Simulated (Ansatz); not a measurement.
**ScAlN2: a trial structure relaxed**

The task: take a trial cell of ScAlN2 to zero force and stress.

Computed with Ansatz 0.2.0 (DFT PBE, scalar-relativistic, plane waves, PAW, unless a step's input says otherwise).

## (1) The structure to begin with

The structure is tetragonal, space group I4_1/amd (No. 141). The conventional cell has a = 4.399 Å, b = 4.399 Å, c = 8.397 Å, α = 90.00°, β = 90.00°, γ = 90.00°. Sc (site symmetry -4m2) is surrounded by 6 N at 2.20 Å. Al (site symmetry -4m2) has 6 N at 1.99 to 2.20 Å as nearest neighbours. N (site symmetry 2mm) has 3 Al at 1.99 to 2.20 Å and 3 Sc at 2.20 Å as nearest neighbours.

Coordinates:

```xyz
8
Lattice="-2.1995 2.1995 4.1986 2.1995 -2.1995 4.1986 2.1995 2.1995 -4.1986" Properties=species:S:1:pos:R:3 pbc="T T T"
Sc    0.0000    2.1995    2.0993
Sc    0.0000    0.0000    0.0000
Al    2.1995    0.0000    2.0993
Al    0.0000    0.0000    4.1986
N     2.1995    0.0000    4.0938
N     0.0000    0.0000    2.2042
N     2.1995    0.0000    0.1048
N     0.0000    0.0000    6.1931
```

The start is a polymorph listed in a database, not an invented cell.

## (2) The guess as it stands, on a coarse mesh

Input file input.yaml:

```yaml
crystal:
  lattice:
    - [-2.19948411, 2.19948411, 4.19862127]
    - [2.19948411, -2.19948411, 4.19862127]
    - [2.19948411, 2.19948411, -4.19862127]
  atoms:
    - { symbol: Sc, position: [0.75, 0.25, 0.5] }
    - { symbol: Sc, position: [0.0, 0.0, 0.0] }
    - { symbol: Al, position: [0.25, 0.75, 0.5] }
    - { symbol: Al, position: [0.5, 0.5, 0.0] }
    - { symbol: "N", position: [0.487514, 0.987514, 0.5] }
    - { symbol: "N", position: [0.262486, 0.262486, 0.0] }
    - { symbol: "N", position: [0.012486, 0.512486, 0.5] }
    - { symbol: "N", position: [0.737514, 0.737514, 0.0] }
basis:
  ecutwfc: 420
kpoints:
  mp_grid: { grid: [6, 6, 6] }
hamiltonian:
  xc: pbe
scf:
  occupations: { method: gaussian, width: 0.1 }
  lower_state_search: "off"
output:
  forces: true
  stress: true
  eigenvalues: true
```

On the command line:

```sh
> ansatz run input.yaml --threads 1 --pin off --max-ram 2560MiB --backend cpu --events-out ev --progress --plain --runs-dir out
```

Log (excerpt; [...] marks lines left out):

```text
[...]
SCF converged after 6 iterations
Free energy (F): -6894.059659 eV
[...]
E sigma→0 (E₀):  -6894.059659 eV
Fermi energy:    12.161770 eV
[...]
--- Forces (eV/Å), atoms counted from 1 ---
  atom   1  Sc     0.00000000    -0.00000000     0.00000000
  atom   2  Sc     0.00000000    -0.00000000     0.00000000
  atom   3  Al     0.00000000     0.00000000     0.00000000
  atom   4  Al     0.00000000    -0.00000000     0.00000000
  atom   5  N      0.00000000    -0.00000000     0.04888746
  atom   6  N      0.00000000    -0.00000000    -0.04888746
  atom   7  N      0.00000000     0.00000000    -0.04888746
  atom   8  N      0.00000000     0.00000000     0.04888746
[...]
--- Stress (GPa, compression-positive) ---
       -0.619862       0.000000       0.000000
        0.000000      -0.619862       0.000000
        0.000000       0.000000      -0.558620
  P = ⅓ Tr σ = -0.5994 GPa (-5.994 kbar)
--- Band table (eV; the first three rows and the last of 30) ---
[...]
```

It took 12 s on 1 thread of Intel Xeon at 2.50GHz (Skylake/Cascade Lake), shared host; peak memory 0.41 GiB.

Read-out: pressure -0.6 GPa, largest force 0.05 eV/Å, gap on this mesh 0.97 eV. The coarse relaxation is skipped.

## (3) Final relaxation

Edit input.yaml of step 2 so:

```diff
@@ -17,3 +17,3 @@
 kpoints:
-  mp_grid: { grid: [6, 6, 6] }
+  mp_grid: { grid: [10, 10, 10] }
 hamiltonian:
@@ -21,4 +21,3 @@
 scf:
-  occupations: { method: gaussian, width: 0.1 }
-  lower_state_search: "off"
+  occupations: { method: gaussian, width: 0.02 }
 output:
@@ -27 +26,6 @@
   eigenvalues: true
+relax:
+  adjacent_minimum: "off"
+  f_tol: 0.01
+  max_steps: 80
+  cell: { stress_tol: 0.05 }
```

On the command line:

```sh
> ansatz run input.yaml --threads 1 --pin off --max-ram 2560MiB --backend cpu --events-out ev --progress --plain --runs-dir out
```

Log:

```text
Warning: RAYON_NUM_THREADS=1 ignored (pool sized by the plan → 1); use --threads N
Engine: ansatz 0.2.0, x86_64-unknown-linux-gnu
Pseudopotentials: kind: paw
Pseudopotential: Sc, paw, valence charge 11, recommended cutoff 420 eV (normal), Sc.paw.azcp
Pseudopotential: Al, paw, valence charge 3, recommended cutoff 420 eV (normal), Al.paw.azcp
Pseudopotential: N, paw, valence charge 5, recommended cutoff 420 eV (normal), N.paw.azcp
Functional definition: PBE
  parameter kappa = 0.804
  parameter beta = 0.06672455060314922
  exchange = pbe_x(kappa = kappa, mu = beta*pi^2/3)
  correlation = pbe_c(beta = beta)
Crystal: 8 atoms, lattice volume = 81.247 Å³
Basis set: ecut = 420 eV, 1599 PW (Γ), exchange–correlation on 72×72×72 points (8 copies of the dense FFT grid, shifted against one another)
Bands: 32, of which v1, the nominal top of the filled ones, is band 24 counted from 1 (23 counted from 0)
Symmetry: 16 space group operations
Space group: I41/amd (ITA 141), of the structure as read, at distance tolerance 4.3e-5 Å
k-points: 102 of 1000
Non-local potential: Sc, projectors of the file, l = 0: 3, l = 1: 2, l = 2: 3, l = 3: 1
Non-local potential: Al, projectors of the file, l = 0: 2, l = 1: 2, l = 2: 1
Non-local potential: N, projectors of the file, l = 0: 2, l = 1: 2, l = 2: 1
PAW form: soft (Blöchl's): semilocal exchange-correlation on the pseudo side does not see the compensation charge
PAW one-centre angular grid: Sc, 590 points (default); XC on 64 Gauss nodes
PAW one-centre angular grid: Al, 110 points (default); XC on 64 Gauss nodes
PAW one-centre angular grid: N, 110 points (default); XC on 64 Gauss nodes
Initial density: superposition of atomic densities (neutral atoms: chi_scale 0, normalization atom), corrected by the library's trained network
Initial wavefunctions: pseudopotential atomic-orbital guess
Functional: x = pbe(κ = 0.804, μ = 0.2195149727645171), c = pbe(β = 0.06672455060314922)
SCF iter   1: F=—  HF=-6894.061302 eV  |F-HF|=—  |Δ(HF+E_count)|=         —  Δρ=3.04e-3  dr2=4.82e-3  ethr=1.77e-3  ⟨swp⟩=6.2  Hψ=14416  notcnv=0  defer=3
preconditioner: auto → none  [insulator: Δε(μ)=1.007 eV  Ē_g=15.754 eV  σ=0.020 eV  W_gap=1.00  n_scr=14 (ndim 8)  ℏωp=27.3 eV  f_vac=0.000  D(μ)=0.00/eV (n_scr^D=0)  ε∞_Penn≈4.0]
SCF iter   2: F=—  HF=-6894.059807 eV  |F-HF|=—  |Δ(HF+E_count)|=   1.50e-3  Δρ=1.22e-3  dr2=4.74e-4  ethr=1.00e-5  ⟨swp⟩=2.8  Hψ=6150  notcnv=0  defer=246
SCF iter   3: F=—  HF=-6894.059820 eV  |F-HF|=—  |Δ(HF+E_count)|=   1.33e-5  Δρ=3.06e-4  dr2=3.39e-5  ethr=9.87e-7  ⟨swp⟩=2.7  Hψ=5533  notcnv=0  defer=246
SCF iter   4: F=—  HF=-6894.059730 eV  |F-HF|=—  |Δ(HF+E_count)|=   8.95e-5  Δρ=5.91e-5  dr2=8.61e-7  ethr=7.06e-8  ⟨swp⟩=2.0  Hψ=4568  notcnv=0  defer=246
iter 5 did not close the SCF: its close was put off for the readings that it lacked (scf_convergence_deferred on its scf_iter line)
SCF iter   5: F=-6894.059731 eV  HF=-6894.059731 eV  |F-HF|=1.18e-8  |Δ(HF+E_count)|=   8.58e-7  Δρ=6.31e-6  dr2=1.17e-8  ethr=1.79e-9  ⟨swp⟩=2.8  Hψ=5372  notcnv=0  defer=246
SCF iter   6: F=-6894.059731 eV  HF=-6894.059731 eV  |F-HF|=3.73e-11  |Δ(HF+E_count)|=   1.43e-8  Δρ=9.36e-7  dr2=5.04e-10  ethr=2.44e-11  ⟨swp⟩=6.5  Hψ=11759  notcnv=0
SCF 1 converged in 6 iterations: F = -6894.059731 eV  dr2 = 5.04e-10
relax step   1: F+E_penalty+E_count = -6894.05973126 eV  Δ(F+E_penalty+E_count) = +0.000e0 eV  max|allowed force component| = 4.916e-2 eV/Å  Δτ_max = 0.0000 Å  P = -0.599 GPa  Ω = 81.247 Å³  (6 SCF iters, dr2 threshold 1.00e-7 eV, accepted)
Crystal: 8 atoms, lattice volume = 81.050 Å³
Initial density: handed on by an earlier stage of this run
Initial wavefunctions: those handed on with the density
iter 1 solved again at ethr=5.20e-7 eV; its pass at ethr=3.10e-3 eV (dr2=2.49e-4 eV) is discarded
SCF iter   1: F=—  HF=-6894.061155 eV  |F-HF|=—  |Δ(HF+E_count)|=         —  Δρ=4.54e-4  dr2=2.59e-4  ethr=5.20e-7  ⟨swp⟩=2.0  Hψ=14168  notcnv=0
preconditioner: auto → none  [insulator: Δε(μ)=0.978 eV  Ē_g=15.754 eV  σ=0.020 eV  W_gap=1.00  n_scr=14 (ndim 8)  ℏωp=27.4 eV  f_vac=0.000  D(μ)=0.00/eV (n_scr^D=0)  ε∞_Penn≈4.0]
SCF iter   2: F=—  HF=-6894.060977 eV  |F-HF|=—  |Δ(HF+E_count)|=   1.77e-4  Δρ=1.10e-4  dr2=5.69e-6  ethr=5.20e-7  ⟨swp⟩=2.0  Hψ=4786  notcnv=0
iter 3 did not close the SCF: its close was put off for the readings that it lacked (scf_convergence_deferred on its scf_iter line)
SCF iter   3: F=-6894.060977 eV  HF=-6894.060977 eV  |F-HF|=9.03e-8  |Δ(HF+E_count)|=   5.30e-7  Δρ=4.30e-5  dr2=6.41e-7  ethr=1.18e-8  ⟨swp⟩=2.5  Hψ=4634  notcnv=0
iter 4 did not close the SCF: its close was put off for the readings that it lacked (scf_convergence_deferred on its scf_iter line)
SCF iter   4: F=-6894.060977 eV  HF=-6894.060977 eV  |F-HF|=1.19e-8  |Δ(HF+E_count)|=   1.21e-7  Δρ=9.67e-6  dr2=2.92e-8  ethr=1.34e-9  ⟨swp⟩=2.0  Hψ=4872  notcnv=0
iter 5 did not close the SCF: its close was put off for the readings that it lacked (scf_convergence_deferred on its scf_iter line)
SCF iter   5: F=-6894.060977 eV  HF=-6894.060977 eV  |F-HF|=7.73e-11  |Δ(HF+E_count)|=   1.40e-8  Δρ=7.00e-7  dr2=2.08e-10  ethr=6.09e-11  ⟨swp⟩=2.8  Hψ=5274  notcnv=0
SCF iter   6: F=-6894.060977 eV  HF=-6894.060977 eV  |F-HF|=2.73e-12  |Δ(HF+E_count)|=  1.28e-10  Δρ=1.30e-7  dr2=4.22e-12  ethr=1.00e-12  ⟨swp⟩=1.3  Hψ=9039  notcnv=0
SCF 2 converged in 6 iterations: F = -6894.060977 eV  dr2 = 4.22e-12
relax step   2: F+E_penalty+E_count = -6894.06097695 eV  Δ(F+E_penalty+E_count) = -1.246e-3 eV  max|allowed force component| = 1.728e-2 eV/Å  Δτ_max = 0.0019 Å  P = -0.071 GPa  Ω = 81.050 Å³  energy of the carried Pulay correction = +5.789e-4 eV  (6 SCF iters, dr2 threshold 8.00e-7 eV, accepted)
Crystal: 8 atoms, lattice volume = 81.009 Å³
iter 1 solved again at ethr=4.44e-8 eV; its pass at ethr=3.10e-3 eV (dr2=2.13e-5 eV) is discarded
SCF iter   1: F=—  HF=-6894.061250 eV  |F-HF|=—  |Δ(HF+E_count)|=         —  Δρ=1.23e-4  dr2=2.25e-5  ethr=4.44e-8  ⟨swp⟩=2.7  Hψ=16418  notcnv=0
preconditioner: auto → none  [insulator: Δε(μ)=0.979 eV  Ē_g=15.758 eV  σ=0.020 eV  W_gap=1.00  n_scr=14 (ndim 8)  ℏωp=27.4 eV  f_vac=0.000  D(μ)=0.00/eV (n_scr^D=0)  ε∞_Penn≈4.0]
SCF iter   2: F=—  HF=-6894.061155 eV  |F-HF|=—  |Δ(HF+E_count)|=   9.51e-5  Δρ=4.09e-5  dr2=9.70e-7  ethr=4.44e-8  ⟨swp⟩=2.0  Hψ=4602  notcnv=0
SCF iter   3: F=—  HF=-6894.061155 eV  |F-HF|=—  |Δ(HF+E_count)|=   1.28e-7  Δρ=1.40e-5  dr2=7.04e-8  ethr=2.02e-9  ⟨swp⟩=2.2  Hψ=4258  notcnv=0
iter 4 did not close the SCF: its close was put off for the readings that it lacked (scf_convergence_deferred on its scf_iter line)
SCF iter   4: F=-6894.061155 eV  HF=-6894.061155 eV  |F-HF|=8.65e-10  |Δ(HF+E_count)|=   1.06e-8  Δρ=3.62e-6  dr2=4.14e-9  ethr=1.47e-10  ⟨swp⟩=2.6  Hψ=4908  notcnv=0
iter 5 did not close the SCF: its close was put off for the readings that it lacked (scf_convergence_deferred on its scf_iter line)
SCF iter   5: F=-6894.061155 eV  HF=-6894.061155 eV  |F-HF|=1.91e-11  |Δ(HF+E_count)|=   1.41e-9  Δρ=4.08e-7  dr2=6.44e-11  ethr=8.63e-12  ⟨swp⟩=2.2  Hψ=4628  notcnv=0
SCF iter   6: F=-6894.061155 eV  HF=-6894.061155 eV  |F-HF|=0.00e0  |Δ(HF+E_count)|=  3.00e-11  Δρ=6.03e-8  dr2=9.94e-13  ethr=1.00e-12  ⟨swp⟩=1.1  Hψ=6992  notcnv=0
SCF 3 converged in 6 iterations: F = -6894.061155 eV  dr2 = 9.94e-13
relax step   3: F+E_penalty+E_count = -6894.06115465 eV  Δ(F+E_penalty+E_count) = -1.777e-4 eV  max|allowed force component| = 5.007e-3 eV/Å  Δτ_max = 0.0008 Å  P = +0.030 GPa  Ω = 81.009 Å³  energy of the carried Pulay correction = +6.994e-4 eV  (6 SCF iters, dr2 threshold 4.96e-8 eV, accepted)
Crystal: 8 atoms, lattice volume = 81.008 Å³
iter 1 solved again at ethr=1.43e-8 eV; its pass at ethr=3.10e-3 eV (dr2=6.86e-6 eV) is discarded
SCF iter   1: F=—  HF=-6894.061268 eV  |F-HF|=—  |Δ(HF+E_count)|=         —  Δρ=1.02e-4  dr2=8.02e-6  ethr=1.43e-8  ⟨swp⟩=2.0  Hψ=17018  notcnv=0
preconditioner: auto → none  [insulator: Δε(μ)=0.979 eV  Ē_g=15.759 eV  σ=0.020 eV  W_gap=1.00  n_scr=14 (ndim 8)  ℏωp=27.4 eV  f_vac=0.000  D(μ)=0.00/eV (n_scr^D=0)  ε∞_Penn≈4.0]
SCF iter   2: F=—  HF=-6894.061178 eV  |F-HF|=—  |Δ(HF+E_count)|=   9.01e-5  Δρ=4.09e-5  dr2=9.34e-7  ethr=1.43e-8  ⟨swp⟩=2.2  Hψ=4472  notcnv=0
iter 3 did not close the SCF: its close was put off for the readings that it lacked (scf_convergence_deferred on its scf_iter line)
SCF iter   3: F=-6894.061177 eV  HF=-6894.061177 eV  |F-HF|=4.25e-9  |Δ(HF+E_count)|=   3.14e-7  Δρ=5.47e-6  dr2=1.45e-8  ethr=1.95e-9  ⟨swp⟩=2.6  Hψ=4778  notcnv=0
iter 4 did not close the SCF: its close was put off for the readings that it lacked (scf_convergence_deferred on its scf_iter line)
SCF iter   4: F=-6894.061177 eV  HF=-6894.061177 eV  |F-HF|=4.16e-10  |Δ(HF+E_count)|=   1.76e-9  Δρ=1.41e-6  dr2=9.15e-10  ethr=3.03e-11  ⟨swp⟩=2.0  Hψ=4882  notcnv=0
iter 5 did not close the SCF: its close was put off for the readings that it lacked (scf_convergence_deferred on its scf_iter line)
SCF iter   5: F=-6894.061177 eV  HF=-6894.061177 eV  |F-HF|=1.09e-11  |Δ(HF+E_count)|=  6.28e-11  Δρ=3.73e-7  dr2=5.30e-11  ethr=1.91e-12  ⟨swp⟩=2.0  Hψ=4839  notcnv=0
SCF iter   6: F=-6894.061177 eV  HF=-6894.061177 eV  |F-HF|=1.82e-12  |Δ(HF+E_count)|=  1.82e-12  Δρ=5.12e-8  dr2=6.65e-13  ethr=1.00e-12  ⟨swp⟩=1.0  Hψ=6936  notcnv=0
SCF 4 converged in 6 iterations: F = -6894.061177 eV  dr2 = 6.65e-13
relax step   4: F+E_penalty+E_count = -6894.06117723 eV  Δ(F+E_penalty+E_count) = -2.258e-5 eV  max|allowed force component| = 4.673e-4 eV/Å  Δτ_max = 0.0004 Å  P = +0.013 GPa  Ω = 81.008 Å³  energy of the carried Pulay correction = +6.998e-4 eV  (6 SCF iters, dr2 threshold 5.30e-8 eV, accepted)
Initial wavefunctions: pseudopotential atomic-orbital guess (no wavefunctions were taken with the density)
iter 1 solved again at ethr=5.41e-9 eV; its pass at ethr=3.10e-3 eV (dr2=2.60e-6 eV) is discarded
SCF iter   1: F=—  HF=-6894.060574 eV  |F-HF|=—  |Δ(HF+E_count)|=         —  Δρ=1.69e-5  dr2=4.25e-8  ethr=5.41e-9  ⟨swp⟩=3.5  Hψ=24189  notcnv=0
preconditioner: auto → none  [insulator: Δε(μ)=0.980 eV  Ē_g=15.759 eV  σ=0.020 eV  W_gap=1.00  n_scr=14 (ndim 8)  ℏωp=27.4 eV  f_vac=0.000  D(μ)=0.00/eV (n_scr^D=0)  ε∞_Penn≈4.0]
SCF iter   2: F=—  HF=-6894.060486 eV  |F-HF|=—  |Δ(HF+E_count)|=   8.76e-5  Δρ=8.12e-6  dr2=1.20e-8  ethr=8.86e-11  ⟨swp⟩=2.0  Hψ=5714  notcnv=0
SCF iter   3: F=—  HF=-6894.060486 eV  |F-HF|=—  |Δ(HF+E_count)|=   1.63e-8  Δρ=3.76e-6  dr2=1.45e-9  ethr=2.50e-11  ⟨swp⟩=2.0  Hψ=4401  notcnv=0
SCF iter   4: F=—  HF=-6894.060486 eV  |F-HF|=—  |Δ(HF+E_count)|=   4.80e-9  Δρ=1.53e-6  dr2=2.51e-10  ethr=3.02e-12  ⟨swp⟩=2.2  Hψ=4776  notcnv=0
iter 5 did not close the SCF: its close was put off for the readings that it lacked (scf_convergence_deferred on its scf_iter line)
SCF iter   5: F=-6894.060486 eV  HF=-6894.060486 eV  |F-HF|=3.82e-11  |Δ(HF+E_count)|=  8.31e-10  Δρ=3.65e-7  dr2=2.12e-11  ethr=1.00e-12  ⟨swp⟩=2.4  Hψ=4910  notcnv=0
SCF iter   6: F=-6894.060486 eV  HF=-6894.060486 eV  |F-HF|=1.82e-12  |Δ(HF+E_count)|=  4.37e-11  Δρ=1.05e-7  dr2=4.84e-12  ethr=1.00e-12  ⟨swp⟩=2.0  Hψ=9101  notcnv=0
SCF 5 converged in 6 iterations: F = -6894.060486 eV  dr2 = 4.84e-12
relax step   5: F+E_penalty+E_count = -6894.06048637 eV  Δ(F+E_penalty+E_count) = +6.909e-4 eV  max|allowed force component| = 4.928e-4 eV/Å  Δτ_max = 0.0000 Å  P = -0.000 GPa  Ω = 81.008 Å³  stress off target by 4.14e-2 GPa  SCF on the basis re-selected at this cell (its energy is not comparable with the rows above)  (6 SCF iters)
basis re-selected at this cell: Δ(F+E_penalty+E_count) = +6.909e-4 eV, ΔP = -0.013 GPa vs the last step (what re-selecting the basis moved, of the pressure what is left beyond the Pulay correction that the steps carried, after the strain that the cell walked since its last selection, with what the two solves' SCF thresholds leave and, on support functions, any second-order correction that the steps lacked; it is no measure of the basis error at this ecutwfc). This SCF's stress stands 4.14e-2 GPa from its target on what of the cell is left free (relax.cell.stress_tol is 5.00e-2 GPa) and its largest allowed force component is 4.93e-4 eV/Å (relax.f_tol is 1.00e-2 eV/Å): within both
SCF converged after 6 iterations
Free energy (F): -6894.060486 eV
Harris-Foulkes:  -6894.060486 eV  (|F-HF|=1.82e-12)
Internal energy: -6894.060486 eV  (E = F + TS)
E sigma→0 (E₀):  -6894.060486 eV
Fermi energy:    12.206051 eV
--- Per-component energies (eV) ---
  E_band       = -133.874634
  E_kinetic    = 1109.935793
  E_local      = -2216.237389  (includes V_loc(G=0)·N_el)
  E_nonlocal   = 357.805472
  E_hartree    = 780.940505
  E_xc         = -538.582469
  E_vxc        = -635.580590  (∫ρ·V_xc dr)
  E_paw        = -3351.894340  (= ΣΔE_a)
  E_vpaw       = -311.679394  (= ΣTr[D̂ρ^β])
  E_aug_tail   = 0.000393  (compensation charges beyond the density's cutoff)
  E_ewald      = -3036.028452
  E_smearing   = -0.000000  (= −TS)
  E_closure    = 0.000000  (closes the sum)
  Σ components = -6894.060486   (vs F -6894.060486, Δ=0.00e0)
--- Forces (eV/Å), atoms counted from 1 ---
  atom   1  Sc     0.00000000     0.00000000     0.00000000
  atom   2  Sc     0.00000000     0.00000000     0.00000000
  atom   3  Al    -0.00000000    -0.00000000     0.00000000
  atom   4  Al     0.00000000    -0.00000000     0.00000000
  atom   5  N     -0.00000000    -0.00000000    -0.00049280
  atom   6  N     -0.00000000     0.00000000     0.00049280
  atom   7  N      0.00000000     0.00000000     0.00049280
  atom   8  N     -0.00000000     0.00000000    -0.00049280
  max |Σ_I F_I| component: 7.37e-18 eV/Å
--- Stress (GPa, compression-positive) ---
       -0.021062       0.000000       0.000000
        0.000000      -0.021062      -0.000000
        0.000000      -0.000000       0.041377
  P = ⅓ Tr σ = -0.0002 GPa (-0.002 kbar)
--- Band table (eV; the first three rows and the last of 102) ---
  k-point 0: bands = ["-36.4330", "-36.3255", "-15.3387", "-15.1852", "-15.1852", "-15.0262", "-15.0262", "-14.9676", "-3.8160", "-1.3924", "-1.2788", "-1.1729", "6.9955", "7.1308", "7.1308", "7.6945", "7.7260", "7.7260", "8.5082", "10.5194", "10.5194", "11.2775", "11.7161", "11.7161", "12.7888", "14.5913", "14.5913", "15.5182", "15.5729", "15.8867", "16.4743", "16.5413"]
  k-point 1: bands = ["-36.4302", "-36.3280", "-15.3444", "-15.2066", "-15.1848", "-15.0359", "-15.0189", "-14.9547", "-3.6956", "-1.3865", "-1.2452", "-1.1832", "6.3945", "7.0548", "7.1690", "7.3302", "7.8656", "8.3255", "8.9270", "10.0771", "10.3508", "11.1097", "11.1763", "11.4916", "13.2739", "14.6071", "14.6695", "15.5923", "15.8781", "16.0917", "16.3701", "16.6315"]
  k-point 2: bands = ["-36.4223", "-36.3354", "-15.3583", "-15.2544", "-15.1829", "-15.0612", "-14.9991", "-14.9307", "-3.3534", "-1.3693", "-1.2080", "-1.1767", "5.5285", "6.3658", "7.2369", "7.8943", "8.2289", "8.8640", "9.2809", "9.2967", "9.9506", "10.1519", "10.6470", "11.0320", "14.2217", "14.7746", "14.8969", "15.7506", "16.3633", "16.4570", "16.6409", "17.0051"]
  k-point 101: bands = ["-36.3794", "-36.3794", "-15.2422", "-15.2422", "-15.1621", "-15.1621", "-14.9687", "-14.9687", "-2.6454", "-2.6454", "-1.3362", "-1.3362", "6.3959", "6.3959", "7.6698", "7.6698", "9.6169", "9.6169", "9.7218", "9.7218", "10.7818", "10.7818", "10.8692", "10.8692", "12.6960", "12.6960", "14.0231", "14.0231", "15.8363", "15.8363", "16.8253", "16.8253"]
--- Relaxed structure (4 steps of the walk, 4 accepted, 1 SCFs on fresh bases) ---
  F+E_penalty+E_count = -6894.06048637 eV   max|allowed force component| = 4.928e-4 eV/Å   (the final SCF, on the basis selected at the relaxed cell)
  cell:  # Å, volume = 81.0084 Å³
    - [-2.1967842004543905, 2.1967842004543905, 4.196577462409437]
    - [2.1967842004543905, -2.1967842004543905, 4.196577462409437]
    - [2.1967842004543905, 2.1967842004543905, -4.196577462409437]
  atoms:
    - { symbol: Sc, position: [0.75, 0.25, 0.5] }
    - { symbol: Sc, position: [-2.2446519395194027e-37, -1.2623494955106735e-35, -1.2847960149058675e-35] }
    - { symbol: Al, position: [0.25, 0.75, 0.5] }
    - { symbol: Al, position: [0.5, 0.5, 2.047100977237198e-35] }
    - { symbol: N, position: [0.4878765353445647, 0.9878765353445648, 0.49999999999999994] }
    - { symbol: N, position: [0.2621234646554351, 0.2621234646554351, -2.9538379342499752e-36] }
    - { symbol: N, position: [0.01212346465543513, 0.5121234646554351, 0.5] }
    - { symbol: N, position: [0.7378765353445649, 0.7378765353445649, 1.764411860537654e-35] }
```

Run time: 3.5 min. Hardware: 1 thread of Intel Xeon at 2.50GHz (Skylake/Cascade Lake), shared host; peak memory 0.54 GiB.

Step by step:

| step | energy from step 1 (eV/cell) | largest force component (eV/Å) | pressure (GPa) | volume (Å³) |
| --- | --- | --- | --- | --- |
| 1 | 0.0000 | 0.0492 | -0.60 | 81.25 |
| 2 | -0.0012 | 0.0173 | -0.07 | 81.05 |
| 3 | -0.0014 | 0.0050 | 0.03 | 81.01 |
| 4 | -0.0014 | 0.0005 | 0.01 | 81.01 |
| 5 | -0.0008 | 0.0005 | 0.00 | 81.01 |

Step 1 is the start. Step 5 repeats the geometry before it on a plane-wave basis chosen anew for that cell, so its energy need not be comparable with the rows above.

Lengths and angles in the start's conventional setting:

|  | before | after | change |
| --- | --- | --- | --- |
| a (Å) | 4.399 | 4.394 | -0.1 % |
| b (Å) | 4.399 | 4.394 | -0.1 % |
| c (Å) | 8.397 | 8.393 | 0.0 % |
| volume (Å³/atom) | 10.16 | 10.13 | -0.3 % |
| shortest distance (Å) | 1.994 | 1.997 | +0.1 % |
| space group (0.01 Å) | I4_1/amd | I4_1/amd | same |

The run keeps the 16 symmetry operations of the start, so it could not have lowered the symmetry.

## (4) Results

```
                                                              quantity                                                                      value
                                symmetry at the end (tolerance 0.02 Å)                                             space group I4_1/amd (No. 141)
                                                     conventional cell  a = 4.394 Å, b = 4.394 Å, c = 8.393 Å, α = 90.00°, β = 90.00°, γ = 90.00°
                                                                volume                                                              10.13 Å³/atom
energy over the elements (uncorrected; H, N, O, F and Cl as molecules)                                                              -1.42 eV/atom
                                                       gap on the mesh                                                                    0.98 eV
```

**Reading.** The space group I4_1/amd (No. 141) is kept, at nearly the size of the first guess. It lies below the elements, which doesn't yet make it stable: competing phases were not computed in this session. No finished test with a distortion of lower symmetry is shown, so the end may be a saddle point.
